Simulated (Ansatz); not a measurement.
# CH₅ClNSTa: how energies converge with the basis set

The task here is to estimate one member of a computed series from the others.

Program: Ansatz 0.2.0, Gaussian basis. Level of theory: one geometry, several basis sets. These are calculated values, not measurements.

Plan: PBE0-D4/def2-SVP; ωB97M-V/def2-SVP; PBE0-D4/def2-QZVPP; ωB97M-V/def2-QZVPP; the functionals' def2-TZVPP values are taken from earlier runs.

## Structure used throughout

An earlier PBE0-D4 in a triple-zeta def2 set relaxation fixed the geometry. Ta takes the def2 core potential; no spin-orbit term is included.

SMILES `[CH3][Ta]([NH2])(=[S])[Cl]`, 10 atoms, charge 0, spin multiplicity 1.

Atoms are counted from 1 here; the program's logs count them from 0.

Bond lengths: C1–Ta2 2.142 Å, C1–H6 1.097 Å, C1–H7 1.093 Å, C1–H8 1.096 Å, Ta2–N3 1.950 Å, Ta2–S4 2.154 Å, Ta2–Cl5 2.304 Å, N3–H9 1.013 Å, N3–H10 1.009 Å. Angles: Ta2–C1–H6 110.1°, Ta2–C1–H7 112.6°, Ta2–C1–H8 109.2°, H6–C1–H7 108.6°, H6–C1–H8 108.4°, H7–C1–H8 107.9°, C1–Ta2–N3 105.4°, C1–Ta2–S4 105.6°, C1–Ta2–Cl5 107.7°, N3–Ta2–S4 107.3°, N3–Ta2–Cl5 114.7°, S4–Ta2–Cl5 115.4°, Ta2–N3–H9 123.0°, Ta2–N3–H10 126.4°, H9–N3–H10 110.5°.

The first run:

The input, in.yaml:

```yaml
crystal:
  periodic: [false, false, false]
  atoms:
    - {symbol: C, position_ang: [-1.429252, -0.610323, -0.016686]}
    - {symbol: Ta, position_ang: [0.349193, 0.447493, -0.572054]}
    - {symbol: N, position_ang: [1.594549, 0.178229, 0.904726]}
    - {symbol: S, position_ang: [1.139876, -0.606193, -2.275629]}
    - {symbol: Cl, position_ang: [-0.233319, 2.644556, -0.951054]}
    - {symbol: H, position_ang: [-1.852851, -0.179776, 0.898981]}
    - {symbol: H, position_ang: [-1.248809, -1.674906, 0.149741]}
    - {symbol: H, position_ang: [-2.170147, -0.515089, -0.818857]}
    - {symbol: H, position_ang: [1.492459, 0.635153, 1.802598]}
    - {symbol: H, position_ang: [2.441602, -0.370344, 0.881235]}
basis:
  gaussian: {orbitals: def2-SVP}
hamiltonian: {xc: pbe0, dispersion: d4}
output: {orbitals: {seedname: orbitals}}
```

Run with:

```
> ansatz run in.yaml --threads 2 --pin off --events-out ev --progress --plain --max-ram 32768MiB --backend cpu
```

Among the steps run: PBE0-D4 in def2-SVP; ωB97M-V in def2-SVP; PBE0-D4 in def2-QZVPP; ωB97M-V in def2-QZVPP.

One of the session's tables, all rows but one given; the rest of the session is left out.

It belongs to the step «Functionals by basis». 

| functional | basis | HOMO (eV) | LUMO (eV) |
| --- | --- | --- | --- |
| PBE0-D4 | def2-SVP | -7.57 | -1.92 |
| PBE0-D4 | def2-TZVPP | -7.57 | -1.95 |
| PBE0-D4 | def2-QZVPP | ? | ? |
| ωB97M-V | def2-SVP | -9.65 | 0.18 |
| ωB97M-V | def2-TZVPP | -9.67 | 0.13 |
| ωB97M-V | def2-QZVPP | -9.70 | 0.06 |

**Question.** Estimate the row for PBE0-D4, def2-QZVPP.

The run gave: HOMO (eV): -7.59; LUMO (eV): -1.99. In the column «HOMO (eV)» it lies between ωB97M-V, def2-SVP (-9.65) and PBE0-D4, def2-SVP (-7.57).
